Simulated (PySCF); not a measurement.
# Ba(2+): dipole response in aug-cc-pVTZ-X2C

Aim: the static polarisability and the C₆ coefficient of Ba(2+), method by method.

Method: unrestricted determinants in a Gaussian basis, no spin-orbit coupling in the energies. Code: PySCF 2.14.0.

### 1 Starting point

| Item | Value |
| --- | --- |
| Element | barium (Z = 56) |
| Basis | aug-cc-pVTZ-X2C |
| Hamiltonian | scalar relativity by spin-free X2C-1e |
| State 1 | Ba(2+): [Xe], closed-shell 1S |
| Methods | UHF, PBE, PBE0, M06-L, r2SCAN0 |

The outer shells:

Ba2+ [Xe]
```
[Kr] core
4d [↑↓][↑↓][↑↓][↑↓][↑↓]
5s [↑↓]
5p [↑↓][↑↓][↑↓]
```

The runs were made by one driver on top of PySCF. The scripts below sum up each run's settings (the driver also hands on starting orbitals that pick excited configurations, and frozen orbitals as a list rather than a count), and the logs come from the driver's own runs. The driver starts from symmetry-adapted Hartree-Fock orbitals, holds the occupation by maximum overlap and uses a logarithmic radial grid for functionals, so a plain start would take other cycles.

The integrals over 84 functions and the set-up took 8.9 s of CPU time.

### 2 Ba(2+), method by method

Level: UHF.

Contents of input.py:

```python
from pyscf import gto, scf, dft, mp, cc
import basis_set_exchange as bse
mol = gto.M(atom="Ba 0 0 0", charge=2, spin=0, symmetry="D2h",
            basis=gto.basis.parse(bse.get_basis("aug-cc-pVTZ-X2C", elements=["Ba"], fmt="nwchem")),
            nucmod="G")
mf = scf.UHF(mol).sfx2c1e()
mf.irrep_nelec = {'Ag': (9, 9), 'B1g': (2, 2), 'B2g': (2, 2), 'B3g': (2, 2), 'B1u': (4, 4), 'B2u': (4, 4), 'B3u': (4, 4)}
mf.kernel()
```

Output:

```text
damping factor = 0
level_shift factor = 0
DIIS = <class 'pyscf.scf.diis.CDIIS'>
diis_start_cycle = 1
diis_space = 10
diis_damp = 0
SCF conv_tol = 1e-09
SCF conv_tol_grad = None
number electrons alpha = 27  beta = 27
cycle= 1 E= -8131.13308972184  delta_E= 1.82e-12  |g|= 3.13e-07  |ddm|= 1.18e-05
converged SCF energy = -8131.13308972184  <S^2> = -3.5527137e-15  2S+1 = 1
```

CPU time 4.3 s on a shared host, the integrals not counted.

Orbital energies by shell (radii are means over both spins):

| shell | electrons | mean orbital energy (eV) | spread (eV) | rms radius (bohr) |
| --- | --- | --- | --- | --- |
| 1s | 2 | -37634.3 | 0 | 0.0292 |
| 2s | 2 | -6065.0 | 0 | 0.119 |
| 2p | 6 | -5437.9 | 0 | 0.106 |
| 3s | 2 | -1335.3 | 0 | 0.311 |
| 3p | 6 | -1128.9 | 0 | 0.311 |
| 3d | 10 | -826.92 | 0 | 0.289 |
| 4s | 2 | -290.97 | 0 | 0.715 |
| 4p | 6 | -221.48 | 0 | 0.761 |
| 4d | 10 | -116.84 | 0 | 0.862 |
| 5s | 2 | -55.325 | 0 | 1.75 |
| 5p | 6 | -36.186 | 0 | 2.02 |

⟨S²⟩ = 0.000, ⟨L²⟩ = 0.00.

The driver then solved the coupled dipole response at imaginary frequencies: mean α = 10.42 bohr³, C₆ = 73.93 au for a like pair.

The p, d and f levels are scalar averages; spin-orbit coupling splits them strongly at this Z.

Level: PBE.

input.py differs from the last one in:

```diff
@@ -5,3 +5,3 @@
             nucmod="G")
-mf = scf.UHF(mol).sfx2c1e()
+mf = dft.UKS(mol, xc="PBE").sfx2c1e()
 mf.irrep_nelec = {'Ag': (9, 9), 'B1g': (2, 2), 'B2g': (2, 2), 'B3g': (2, 2), 'B1u': (4, 4), 'B2u': (4, 4), 'B3u': (4, 4)}
```

Output:

```text
damping factor = 0
level_shift factor = 0
DIIS = <class 'pyscf.scf.diis.CDIIS'>
diis_start_cycle = 1
diis_space = 10
diis_damp = 0
SCF conv_tol = 1e-09
SCF conv_tol_grad = None
number electrons alpha = 27  beta = 27
XC functionals = PBE
    J. P. Perdew, K. Burke, and M. Ernzerhof.,  Phys. Rev. Lett. 77, 3865 (1996)
    J. P. Perdew, K. Burke, and M. Ernzerhof.,  Phys. Rev. Lett. 78, 1396 (1997)
    J. P. Perdew, K. Burke, and M. Ernzerhof.,  Phys. Rev. Lett. 77, 3865 (1996)
    J. P. Perdew, K. Burke, and M. Ernzerhof.,  Phys. Rev. Lett. 78, 1396 (1997)
cycle= 1 E= -8133.75169212815  delta_E= -0.00239  |g|= 0.0117  |ddm|= 0.733
cycle= 2 E= -8133.7517584298  delta_E= -6.63e-05  |g|= 0.0053  |ddm|= 0.106
cycle= 3 E= -8133.75177093864  delta_E= -1.25e-05  |g|= 0.000109  |ddm|= 0.0293
cycle= 4 E= -8133.75177094702  delta_E= -8.38e-09  |g|= 2.04e-06  |ddm|= 0.000806
cycle= 5 E= -8133.75177094702  delta_E= -9.09e-13  |g|= 8.47e-09  |ddm|= 1.22e-05
converged SCF energy = -8133.75177094702  <S^2> = 7.1054274e-15  2S+1 = 1
```

CPU time 6.6 s on a shared host, the integrals not counted.

The driver then solved the coupled dipole response at imaginary frequencies: mean α = 10.57 bohr³, C₆ = 74.64 au for a like pair.

Level: PBE0.

input.py differs from the last one in:

```diff
@@ -5,3 +5,3 @@
             nucmod="G")
-mf = dft.UKS(mol, xc="PBE").sfx2c1e()
+mf = dft.UKS(mol, xc="PBE0").sfx2c1e()
 mf.irrep_nelec = {'Ag': (9, 9), 'B1g': (2, 2), 'B2g': (2, 2), 'B3g': (2, 2), 'B1u': (4, 4), 'B2u': (4, 4), 'B3u': (4, 4)}
```

Output:

```text
damping factor = 0
level_shift factor = 0
DIIS = <class 'pyscf.scf.diis.CDIIS'>
diis_start_cycle = 1
diis_space = 10
diis_damp = 0
SCF conv_tol = 1e-09
SCF conv_tol_grad = None
number electrons alpha = 27  beta = 27
XC functionals = PBE0
    C. Adamo and V. Barone.,  J. Chem. Phys. 110, 6158 (1999)
    M. Ernzerhof and G. E. Scuseria.,  J. Chem. Phys. 110, 5029 (1999)
cycle= 1 E= -8133.83841445905  delta_E= -0.00159  |g|= 0.00921  |ddm|= 0.525
cycle= 2 E= -8133.83844978327  delta_E= -3.53e-05  |g|= 0.00302  |ddm|= 0.0588
cycle= 3 E= -8133.83845311844  delta_E= -3.34e-06  |g|= 5.03e-05  |ddm|= 0.0152
cycle= 4 E= -8133.83845311976  delta_E= -1.32e-09  |g|= 1.82e-06  |ddm|= 0.000394
cycle= 5 E= -8133.83845311975  delta_E= 8.19e-12  |g|= 2.08e-08  |ddm|= 6.67e-06
converged SCF energy = -8133.83845311975  <S^2> = 1.0658141e-14  2S+1 = 1
```

It used 10 s of CPU time after the integrals (shared host).

The driver then solved the coupled dipole response at imaginary frequencies: mean α = 10.46 bohr³, C₆ = 73.77 au for a like pair.

Level: M06-L.

input.py differs from the last one in:

```diff
@@ -5,3 +5,3 @@
             nucmod="G")
-mf = dft.UKS(mol, xc="PBE0").sfx2c1e()
+mf = dft.UKS(mol, xc="M06L").sfx2c1e()
 mf.irrep_nelec = {'Ag': (9, 9), 'B1g': (2, 2), 'B2g': (2, 2), 'B3g': (2, 2), 'B1u': (4, 4), 'B2u': (4, 4), 'B3u': (4, 4)}
```

Output:

```text
damping factor = 0
level_shift factor = 0
DIIS = <class 'pyscf.scf.diis.CDIIS'>
diis_start_cycle = 1
diis_space = 10
diis_damp = 0
SCF conv_tol = 1e-09
SCF conv_tol_grad = None
number electrons alpha = 27  beta = 27
XC functionals = M06L
    Y. Zhao and D. G. Truhlar.,  J. Chem. Phys. 125, 194101 (2006)
    Y. Zhao and D. G. Truhlar.,  J. Chem. Phys. 125, 194101 (2006)
    Y. Zhao and D. G. Truhlar.,  Theor. Chem. Acc. 120, 215 (2008)
cycle= 1 E= -8133.99944604158  delta_E= -0.00113  |g|= 0.00881  |ddm|= 0.235
cycle= 2 E= -8133.9994786373  delta_E= -3.26e-05  |g|= 0.00318  |ddm|= 0.0622
cycle= 3 E= -8133.99948239732  delta_E= -3.76e-06  |g|= 5.53e-05  |ddm|= 0.0145
cycle= 4 E= -8133.99948239925  delta_E= -1.94e-09  |g|= 8.45e-07  |ddm|= 0.000324
cycle= 5 E= -8133.99948239925  delta_E= 4.55e-12  |g|= 1.73e-09  |ddm|= 5.33e-06
converged SCF energy = -8133.99948239925  <S^2> = 0  2S+1 = 1
```

It used 20 s of CPU time after the integrals (shared host).

The driver then solved the coupled dipole response at imaginary frequencies: mean α = 10.85 bohr³, C₆ = 79.14 au for a like pair.

Level: r2SCAN0.

input.py differs from the last one in:

```diff
@@ -5,3 +5,3 @@
             nucmod="G")
-mf = dft.UKS(mol, xc="M06L").sfx2c1e()
+mf = dft.UKS(mol, xc="HYB_MGGA_XC_R2SCAN0").sfx2c1e()
 mf.irrep_nelec = {'Ag': (9, 9), 'B1g': (2, 2), 'B2g': (2, 2), 'B3g': (2, 2), 'B1u': (4, 4), 'B2u': (4, 4), 'B3u': (4, 4)}
```

Output:

```text
damping factor = 0
level_shift factor = 0
DIIS = <class 'pyscf.scf.diis.CDIIS'>
diis_start_cycle = 1
diis_space = 10
diis_damp = 0
SCF conv_tol = 1e-09
SCF conv_tol_grad = None
number electrons alpha = 27  beta = 27
XC functionals = HYB_MGGA_XC_R2SCAN0
    M. Bursch, H. Neugebauer, S. Ehlert, and S. Grimme.,  J. Chem. Phys. 156, 134105 (2022)
cycle= 1 E= -8134.16592432737  delta_E= -0.00121  |g|= 0.00483  |ddm|= 0.334
cycle= 2 E= -8134.1659326662  delta_E= -8.34e-06  |g|= 0.00135  |ddm|= 0.0335
cycle= 3 E= -8134.16593323387  delta_E= -5.68e-07  |g|= 9.64e-06  |ddm|= 0.00628
cycle= 4 E= -8134.16593323391  delta_E= -4.37e-11  |g|= 4.43e-07  |ddm|= 7.78e-05
converged SCF energy = -8134.16593323391  <S^2> = 1.4210855e-14  2S+1 = 1
```

It used 24 s of CPU time after the integrals (shared host).

The driver then solved the coupled dipole response at imaginary frequencies: mean α = 10.39 bohr³, C₆ = 74.62 au for a like pair.

Radial density 4πr²ρ of Ba(2+) at UHF, without picture-change correction:

| r (bohr) | density |
| --- | --- |
| 0.000425 | 0.948 |
| 0.000715 | 2.14 |
| 0.00120 | 4.78 |
| 0.00202 | 10.3 |
| 0.00340 | 21.0 |
| 0.00572 | 39.0 |
| 0.00962 | 61.3 |
| 0.0162 | 74.2 |
| 0.0272 | 66.5 |
| 0.0458 | 70.5 |
| 0.0770 | 95.7 |
| 0.130 | 71.8 |
| 0.218 | 81.8 |
| 0.367 | 38.9 |
| 0.617 | 33.0 |
| 1.04 | 13.3 |
| 1.74 | 6.14 |
| 2.93 | 1.02 |
| 4.93 | 0.00992 |

### 3 Polarisabilities and C₆

Ba(2+), in atomic units:

| method | mean α | C₆ (like pair) | S(−4) |
| --- | --- | --- | --- |
| UHF | 10.42 | 73.93 | 14.15 |
| PBE | 10.57 | 74.64 | 14.99 |
| PBE0 | 10.46 | 73.77 | 14.51 |
| M06-L | 10.85 | 79.14 | 15.03 |
| r2SCAN0 | 10.39 | 74.62 | 13.66 |

α(iu) at r2SCAN0:

| u (hartree) | α(iu) (bohr³) |
| --- | --- |
| 0 | 10.39 |
| 0.0500 | 10.36 |
| 0.100 | 10.26 |
| 0.200 | 9.875 |
| 0.300 | 9.302 |
| 0.500 | 7.868 |
| 0.750 | 6.097 |
| 1.00 | 4.684 |
| 1.50 | 2.902 |
| 2.00 | 1.960 |
| 3.00 | 1.094 |
| 5.00 | 0.5206 |

### 4 Summary of results

| quantity | value |
| --- | --- |
| α of Ba(2+) | 10.39 (r2SCAN0) to 10.85 (M06-L) bohr³ |

What this shows: A single London oscillator with the computed α and C₆ of Ba(2+) at UHF would have ω = 4 C₆ / (3 α²) = 0.907 hartree. All values hold for this basis alone; no basis-set limit was taken.
